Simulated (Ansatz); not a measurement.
# C₃H₈ClNSi: a ladder of functionals and wavefunction methods

How much do the methods differ for C₃H₈ClNSi? The plan is to run it at one geometry with functionals of several rungs and with coupled cluster, and see how far each lands from CCSD(T) at the basis-set limit for the atomisation energy.

Computed with Ansatz 0.2.0, Gaussian basis. Level: functionals in def2-TZVPP, the program's frozen cores in correlated methods.

Plan: PBE-D4, r2SCAN-D4, PBE0-D4, B3LYP-D4, ωB97X-V, ωB97M-V, B2PLYP; CCSD(T)/def2-TZVPP; MP2/def2-QZVPP; extrapolation to the limit.

## Step 1: The relaxed structure

The geometry comes from an earlier relaxation with PBE0-D4 in a triple-zeta def2 set; it is a stationary point, not always the lowest conformer.

14 atoms, charge 0, spin multiplicity 1.

Atoms are counted from 1 here; the program's logs count them from 0.

Bond lengths: C1–C2 1.325 Å, C1–H7 1.084 Å, C1–H8 1.086 Å, C2–C3 1.494 Å, C2–H9 1.088 Å, C3–N4 1.453 Å, C3–H10 1.097 Å, C3–H11 1.097 Å, N4–Si5 1.698 Å, N4–H12 1.009 Å, Si5–Cl6 2.073 Å, Si5–H13 1.479 Å, Si5–H14 1.479 Å. Angles: C2–C1–H7 121.7°, C2–C1–H8 121.3°, H7–C1–H8 117.0°, C1–C2–C3 124.1°, C1–C2–H9 120.2°, C3–C2–H9 115.6°, C2–C3–N4 111.4°, C2–C3–H10 109.6°, C2–C3–H11 109.3°, N4–C3–H10 112.2°, N4–C3–H11 107.6°, H10–C3–H11 106.6°, C3–N4–Si5 124.3°, C3–N4–H12 113.0°, Si5–N4–H12 118.6°, N4–Si5–Cl6 114.7°, N4–Si5–H13 108.2°, N4–Si5–H14 108.7° and more.

## Step 2: PBE-D4 (GGA)

File in.yaml:

```yaml
crystal:
  periodic: [false, false, false]
  atoms:
    - {symbol: C, position_ang: [1.051399, -0.023765, 2.492289]}
    - {symbol: C, position_ang: [0.060739, -0.084411, 1.614617]}
    - {symbol: C, position_ang: [0.122109, 0.498525, 0.240812]}
    - {symbol: N, position_ang: [-0.120220, -0.512390, -0.774608]}
    - {symbol: Si, position_ang: [-0.932666, -0.225128, -2.237810]}
    - {symbol: Cl, position_ang: [0.118081, 0.930715, -3.600787]}
    - {symbol: H, position_ang: [0.965167, -0.460891, 3.480132]}
    - {symbol: H, position_ang: [1.986262, 0.474645, 2.253572]}
    - {symbol: H, position_ang: [-0.864306, -0.597984, 1.867194]}
    - {symbol: H, position_ang: [1.084448, 1.006391, 0.098090]}
    - {symbol: H, position_ang: [-0.654735, 1.265833, 0.136650]}
    - {symbol: H, position_ang: [0.527290, -1.284710, -0.724400]}
    - {symbol: H, position_ang: [-1.177671, -1.527395, -2.893757]}
    - {symbol: H, position_ang: [-2.165897, 0.540585, -1.951992]}
basis:
  gaussian: {orbitals: def2-TZVPP}
hamiltonian: {xc: pbe, dispersion: d4}
output: {forces: true, orbitals: {seedname: orbitals}}
```

On the command line:

```sh
> ansatz run in.yaml --threads 2 --pin off --events-out ev --progress --plain --max-ram 32768MiB --backend cuda --devices 0, --max-vram 18GiB
```

The runs that follow: r2SCAN-D4 (meta-GGA); PBE0-D4 (hybrid); B3LYP-D4 (hybrid); ωB97X-V (range-separated); ωB97M-V (range-separated); B2PLYP (double hybrid); CCSD(T) in def2-TZVPP; MP2 in def2-QZVPP.

Q: Predict the results of all the runs planned. Wanted: atomisation energy, CCSD(T)/CBS; farthest; mean size of error, hybrid; mean size of error, range-separated; gap, smallest and largest; T1 diagnostic; triples share of the correlation energy.

**Answer**, as computed:

| quantity | value |
| --- | --- |
| atomisation energy, CCSD(T)/CBS | 54.979 eV |
| functionals within 0.275 eV (0.5 %) | r2SCAN-D4, PBE0-D4, B3LYP-D4, ωB97X-V, ωB97M-V |
| farthest | PBE-D4 (+1.007 eV) |
| mean size of error, hybrid | 0.132 eV |
| mean size of error, range-separated | 0.209 eV |
| gap, smallest and largest | 4.88 eV (PBE-D4), 11.80 eV (ωB97X-V) |
| T1 diagnostic | 0.0104 |
| triples share of the correlation energy | 4.1 % |

What this shows: PBE-D4 is off by +1.007 eV. Double hybrids carry the basis error of their MP2 part in triple zeta, and no dispersion term here, so their miss is partly the set-up's. Misses under about 0.275 eV are within the doubt on the reference itself, which lacks core-valence correlation, relativity and higher excitations. Hartree-Fock recovers 74 % of the binding; the rest is correlation. The gap grows from 4.9 to 11.8 eV across the functionals, mostly with the share of exact exchange.
